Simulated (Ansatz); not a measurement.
**MgTl2: from the start to rest**

The start is MgTl2, a borrowed structure type, volume estimated. Where does it settle when we relax the atoms in a fixed cell, and what is it like there?

Method: DFT, r2SCAN, no spin polarisation, plane waves, PAW, in Ansatz 0.2.0.

### 1 The structure

It takes space group P6_3/mmc (No. 194, hexagonal). The conventional cell has a = 6.021 Å, b = 6.021 Å, c = 7.865 Å, α = 90.00°, β = 90.00°, γ = 120.00°. Mg (site symmetry -6m2) is surrounded by 11 Tl at 3.48 to 3.99 Å. Around Tl (site symmetry -3m) lie 8 Tl at 3.93 to 3.99 Å and 6 Mg at 3.99 Å. Around Tl (site symmetry -6m2) lie 5 Mg at 3.48 to 3.93 Å and 6 Tl at 3.99 Å.

The coordinates stand in the input below.

The first density is read from a saved solution for the starting cell.

### 2 The walk to rest

The input, input.yaml:

```yaml
crystal:
  lattice:
    - [6.021022, 0.0, 0.0]
    - [-3.010511, 5.214361, 0.0]
    - [0.0, 0.0, 7.865387]
  atoms:
    - { symbol: Mg, position: [0.3333, 0.6667, 0.25] }
    - { symbol: Mg, position: [0.6666, 0.3333, 0.75] }
    - { symbol: Tl, position: [0.0, 0.0, 0.0] }
    - { symbol: Tl, position: [0.0, 0.0, 0.5] }
    - { symbol: Tl, position: [0.6667, 0.3333, 0.25] }
    - { symbol: Tl, position: [0.3334, 0.6667, 0.75] }
  symmetry: { tolerance: 0.0003 }
kpoints:
  mp_grid: { grid: [6, 6, 4], shift: [0, 0, 0] }
magnetization:
  spin_polarized: false
scf:
  occupations: { method: methfessel_paxton, width: 0.0624 }
  lower_state_search: "off"
hamiltonian:
  pseudopotentials: { kind: paw }
  xc: r2scan
basis:
  ecutwfc: 500
  fft_grid_basis: typed
relax:
  max_steps: 60
output:
  forces: true
  stress: true
  eigenvalues: true
  bader: true
  populations: true
  elf: true
  write_potential: true
  volumetric_format: npy
  dos:
    e_range: [-12, 8]
    de: 0.05
    projected: { site_lists: { Mg: [Mg], Tl: [Tl] } }
  write_density: true
checkpoint:
  read: saved_state
```

On the command line:

```
ansatz run input.yaml --threads 2 --pin off --max-ram 2560MiB --backend cpu --events-out ev --progress --plain --runs-dir out
```

What does the calculation give? Wanted: moves; energy gained; largest move; pressure left in the fixed cell; character; Bader charges.

As calculated:

| quantity | value |
| --- | --- |
| moves | 0 |
| energy gained | 0.0 meV/atom |
| largest move | 0.00 Å |
| space group (0.01 Å), before / after | P6_3/mmc / P6_3/mmc |
| pressure left in the fixed cell | -4.4 GPa |
| character | metal |
| density of states, mean within 0.25 eV of the Fermi level | 4.1 per eV per cell |
| Bader charges | Mg +0.43, Tl -0.42 to -0.02 e |

**Reading.** In the fixed cell the atoms end where they began within the cell. The fixed cell still holds a mean pressure of -4.4 GPa, so it would shrink if let free. With 24 symmetry operations imposed, the end may be a saddle point towards distortions that break them. The cell is metallic; within 0.25 eV of the Fermi level the density of states averages 4.1 per eV per cell, mostly Tl p (80 %). Mg loses most charge (+0.43 e on average) and Tl gains most (-0.22 e).

Keep in mind: the SCF threshold is loose for a stress.
